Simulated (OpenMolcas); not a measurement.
# Co⁵⁺: CASSCF and CASPT2 terms and fine-structure levels, part 2 of 3

Which level of Co⁵⁺ lies lowest, and where do the others fall? The reference wave functions come first, then spin-orbit coupling, then second-order correlation under several settings.

OpenMolcas 26.06; ANO-RCC-VQZP, DKH2, active space 4 electrons in 10 orbitals (3d 4d), orbitals: per spin and parity. The steps go on from the part before.

### Step 8. CASPT2: IPEA 0.25, imaginary shift 0.1 (closed shells correlated: 3s 3p)

a.inp

```
>>> COPY JOB001 $Project.JobIph
&CASPT2
Multistate=5 1 2 3 4 5
Frozen=2 3
IPEA=0.25
Imaginary=0.1
MaxIter=60
WThr=0.0 0.3 0.05
PrWF=0.5
NoMix
>>> COPY JOB002 $Project.JobIph
&CASPT2
Multistate=45 1 2 3 4 5 6 7 8 9 10 11 12 13 14 15 16 17 18 19 20 21 22
23 24 25 26 27 28 29 30 31 32 33 34 35 36 37 38 39 40 41 42 43 44 45
Frozen=2 3
IPEA=0.25
Imaginary=0.1
MaxIter=60
WThr=0.0 0.3 0.05
PrWF=0.5
NoMix
>>> COPY JOB003 $Project.JobIph
&CASPT2
Multistate=44 1 2 3 4 5 6 7 8 9 10 11 12 13 14 15 16 17 18 19 20 21 22
23 24 25 26 27 28 29 30 31 32 33 34 35 36 37 38 39 40 41 42 43 44
Frozen=2 3
IPEA=0.25
Imaginary=0.1
MaxIter=60
WThr=0.0 0.3 0.05
PrWF=0.5
NoMix
```

Command:

```sh
OMP_NUM_THREADS=1 MOLCAS_MEM=1689 MOLCAS_PROJECT=a pymolcas a.inp > a.log
```

What it wrote:

```text
Orbital specifications:
      -----------------------

      Symmetry species                           1   2
                                                ag  au
      Frozen orbitals                            2   3
      Inactive orbitals                          1   3
      Active orbitals                           10   0
      Secondary orbitals                        32  44
      Deleted orbitals                           0   0
      Number of basis functions                 45  50
Type of calculation                        MS-CASPT2
      Fock operator                              state-specific
      IPEA shift                                 0.25
      Real shift                                 0.00
      Imaginary shift                            0.10
      The input orbitals will be transformed to quasi-canonical
Reference energy:       -1385.2024617193
      E2 (Non-variational):      -0.3678289102
      Shift correction:          -0.0000354731
      E2 (Variational):          -0.3678643833
      Total energy:           -1385.5703261025
      Residual norm:              0.0000004712
      Reference weight:           0.96854
      Contributions to the CASPT2 correlation energy
      Active & Virtual Only:         -0.0275234464
      One Inactive Excited:          -0.1968239955
      Two Inactive Excited:          -0.1434814683
Reference energy:       -1385.2024617192
      E2 (Non-variational):      -0.3678759521
      Shift correction:          -0.0000355365
      E2 (Variational):          -0.3679114885
      Total energy:           -1385.5703732078
      Residual norm:              0.0000004707
      Reference weight:           0.96852
      Contributions to the CASPT2 correlation energy
      Active & Virtual Only:         -0.0275242640
      One Inactive Excited:          -0.1968721931
      Two Inactive Excited:          -0.1434794949
::    CASPT2 Root  1     Total energy:  -1385.57032610
::    CASPT2 Root  2     Total energy:  -1385.57037321
::    CASPT2 Root  3     Total energy:  -1385.57037156
::    CASPT2 Root  4     Total energy:  -1385.57032018
::    CASPT2 Root  5     Total energy:  -1385.57035742
::    MS-CASPT2 Root  1     Total energy:  -1385.57038190
::    MS-CASPT2 Root  2     Total energy:  -1385.57038099
::    MS-CASPT2 Root  3     Total energy:  -1385.57035399
::    MS-CASPT2 Root  4     Total energy:  -1385.57032081
::    MS-CASPT2 Root  5     Total energy:  -1385.57031076
Orbital specifications:
      -----------------------

      Symmetry species                           1   2
                                                ag  au
      Frozen orbitals                            2   3
      Inactive orbitals                          1   3
      Active orbitals                           10   0
      Secondary orbitals                        32  44
      Deleted orbitals                           0   0
      Number of basis functions                 45  50
Type of calculation                        MS-CASPT2
      Fock operator                              state-specific
      IPEA shift                                 0.25
      Real shift                                 0.00
      Imaginary shift                            0.10
      The input orbitals will be transformed to quasi-canonical
Reference energy:       -1385.0695288313
      E2 (Non-variational):      -0.3721746394
      Shift correction:          -0.0000349275
      E2 (Variational):          -0.3722095668
      Total energy:           -1385.4417383981
      Residual norm:              0.0000005766
      Reference weight:           0.96851
      Contributions to the CASPT2 correlation energy
      Active & Virtual Only:         -0.0277592908
      One Inactive Excited:          -0.2071025250
      Two Inactive Excited:          -0.1373128235
Reference energy:       -1385.0695288313
      E2 (Non-variational):      -0.3722047399
      Shift correction:          -0.0000349478
      E2 (Variational):          -0.3722396877
      Total energy:           -1385.4417685189
      Residual norm:              0.0000005796
      Reference weight:           0.96850
      Contributions to the CASPT2 correlation energy
      Active & Virtual Only:         -0.0277583703
      One Inactive Excited:          -0.2071355343
      Two Inactive Excited:          -0.1373108352
::    CASPT2 Root  1     Total energy:  -1385.44173840
::    CASPT2 Root  2     Total energy:  -1385.44176852
::    CASPT2 Root  3     Total energy:  -1385.44171199
::    CASPT2 Root  4     Total energy:  -1385.44174937
::    CASPT2 Root  5     Total energy:  -1385.44177132
::    CASPT2 Root  6     Total energy:  -1385.44168825
::    CASPT2 Root  7     Total energy:  -1385.44176447
::    CASPT2 Root  8     Total energy:  -1385.44171388
::    CASPT2 Root  9     Total energy:  -1385.44175710
::    CASPT2 Root 10     Total energy:  -1385.44170003
::    CASPT2 Root 11     Total energy:  -1385.44175702
::    CASPT2 Root 12     Total energy:  -1385.43934320
::    CASPT2 Root 13     Total energy:  -1385.43934648
::    CASPT2 Root 14     Total energy:  -1385.43934473
::    CASPT2 Root 15     Total energy:  -1385.43230441
::    CASPT2 Root 16     Total energy:  -1385.43235805
::    CASPT2 Root 17     Total energy:  -1385.43255808
::    CASPT2 Root 18     Total energy:  -1385.43227805
::    CASPT2 Root 19     Total energy:  -1385.43239920
::    CASPT2 Root 20     Total energy:  -1385.43231553
::    CASPT2 Root 21     Total energy:  -1385.43224562
::    CASPT2 Root 22     Total energy:  -1385.41618160
::    CASPT2 Root 23     Total energy:  -1385.41617766
::    CASPT2 Root 24     Total energy:  -1385.41624265
::    CASPT2 Root 25     Total energy:  -1385.41618234
::    CASPT2 Root 26     Total energy:  -1385.41617355
::    CASPT2 Root 27     Total energy:  -1385.41623165
::    CASPT2 Root 28     Total energy:  -1385.41622605
::    CASPT2 Root 29     Total energy:  -1385.41615318
::    CASPT2 Root 30     Total energy:  -1385.41621993
Orbital specifications:
      -----------------------

      Symmetry species                           1   2
                                                ag  au
      Frozen orbitals                            2   3
      Inactive orbitals                          1   3
      Active orbitals                           10   0
      Secondary orbitals                        32  44
      Deleted orbitals                           0   0
      Number of basis functions                 45  50
Type of calculation                        MS-CASPT2
      Fock operator                              state-specific
      IPEA shift                                 0.25
      Real shift                                 0.00
      Imaginary shift                            0.10
      The input orbitals will be transformed to quasi-canonical
Reference energy:       -1385.0027634143
      E2 (Non-variational):      -0.3738590806
      Shift correction:          -0.0000341150
      E2 (Variational):          -0.3738931956
      Total energy:           -1385.3766566099
      Residual norm:              0.0000005753
      Reference weight:           0.96868
      Contributions to the CASPT2 correlation energy
      Active & Virtual Only:         -0.0274823959
      One Inactive Excited:          -0.2129696703
      Two Inactive Excited:          -0.1334070143
Reference energy:       -1385.0027634143
      E2 (Non-variational):      -0.3737561556
      Shift correction:          -0.0000340677
      E2 (Variational):          -0.3737902233
      Total energy:           -1385.3765536376
      Residual norm:              0.0000005682
      Reference weight:           0.96870
      Contributions to the CASPT2 correlation energy
      Active & Virtual Only:         -0.0274761650
      One Inactive Excited:          -0.2129360495
      Two Inactive Excited:          -0.1333439412
::    CASPT2 Root  1     Total energy:  -1385.37665661
::    CASPT2 Root  2     Total energy:  -1385.37655364
::    CASPT2 Root  3     Total energy:  -1385.37696143
::    CASPT2 Root  4     Total energy:  -1385.37714413
::    CASPT2 Root  5     Total energy:  -1385.37636140
::    CASPT2 Root  6     Total energy:  -1385.37713703
::    CASPT2 Root  7     Total energy:  -1385.37710808
::    CASPT2 Root  8     Total energy:  -1385.37675949
::    CASPT2 Root  9     Total energy:  -1385.37725539
::    CASPT2 Root 10     Total energy:  -1385.37730633
::    CASPT2 Root 11     Total energy:  -1385.37711755
::    CASPT2 Root 12     Total energy:  -1385.37700901
::    CASPT2 Root 13     Total energy:  -1385.37651704
::    CASPT2 Root 14     Total energy:  -1385.38002014
::    CASPT2 Root 15     Total energy:  -1385.38060881
::    CASPT2 Root 16     Total energy:  -1385.38026968
::    CASPT2 Root 17     Total energy:  -1385.38031465
::    CASPT2 Root 18     Total energy:  -1385.38035531
::    CASPT2 Root 19     Total energy:  -1385.38023963
::    CASPT2 Root 20     Total energy:  -1385.38061297
::    CASPT2 Root 21     Total energy:  -1385.38045359
::    CASPT2 Root 22     Total energy:  -1385.37997277
::    CASPT2 Root 23     Total energy:  -1385.36427754
::    CASPT2 Root 24     Total energy:  -1385.32853369
::    CASPT2 Root 25     Total energy:  -1385.32861207
::    CASPT2 Root 26     Total energy:  -1385.32855894
::    CASPT2 Root 27     Total energy:  -1385.32866235
::    CASPT2 Root 28     Total energy:  -1385.32852678
::    CASPT2 Root 29     Total energy:  -1385.29554554
::    CASPT2 Root 30     Total energy:  -1385.29630283
```

Time for this run: 11 min (1 thread, shared host).

SS-CASPT2: lowest energy less the reference's lowest, -0.3679 hartree; reference weights 0.961 to 0.969. These are the single-state energies of the run (the lines without MS-).

The roots that group into whole terms:

```tsv
configuration	term	E (cm-1)	spread (cm-1)
3d4	5D	0.0	12
3d4	3H	28230	18
3d4	3P(1)	28750	1
3d4	3F(1)	30290	69
3d4	3G	33830	20
3d4	3D	41620	10
3d4	1G(1)	41710	141
3d4	1I	42450	207
3d4	1S	45230	0
3d4	1D	53060	30
3d4	1F	60250	209
3d4	3P(2)	71360	1
3d4	3F(2)	71530	410
3d4	1G(2)	81870	37
```

Levels with spin-orbit coupling, from the RASSI matrix with the averaged CASPT2 term energies on its diagonal:

| Configuration | Term | J | E (cm-1) | g | Leading % |
| --- | --- | --- | --- | --- | --- |
| 3d4 | 5D | 0 | 0.0 |  | 100 |
| 3d4 | 5D | 1 | 212 | 1.501 | 100 |
| 3d4 | 5D | 2 | 618 | 1.501 | 100 |
| 3d4 | 5D | 3 | 1194 | 1.501 | 100 |
| 3d4 | 5D | 4 | 1913 | 1.501 | 100 |
| 3d4 | 3P(1) | 0 | 27680 |  | 98 |
| 3d4 | 3H | 4 | 28770 | 0.809 | 97 |
| 3d4 | 3P(1) | 1 | 28940 | 1.499 | 100 |
| 3d4 | 3H | 5 | 29260 | 1.037 | 98 |
| 3d4 | 3H | 6 | 29790 | 1.166 | 100 |
| 3d4 | 3P(1) | 2 | 31020 | 1.497 | 99 |
| 3d4 | 3F(1) | 2 | 31120 | 0.670 | 99 |
| 3d4 | 3F(1) | 3 | 31230 | 1.063 | 94 |
| 3d4 | 3F(1) | 4 | 31470 | 1.232 | 92 |
| 3d4 | 3G | 3 | 34680 | 0.771 | 94 |
| 3d4 | 3G | 4 | 35210 | 1.058 | 92 |
| 3d4 | 3G | 5 | 35650 | 1.197 | 98 |
| 3d4 | 3D | 3 | 42700 | 1.333 | 100 |
| 3d4 | 3D | 2 | 42870 | 1.167 | 99 |
| 3d4 | 3D | 1 | 43040 | 0.501 | 100 |
| 3d4 | 1G(1) | 4 | 43220 | 1.002 | 97 |
| 3d4 | 1I | 6 | 43740 | 1.001 | 100 |
| 3d4 | 1S | 0 | 46660 |  | 99 |
| 3d4 | 1D | 2 | 54400 | 1.001 | 99 |

(Part 2 of 3 ends here.)
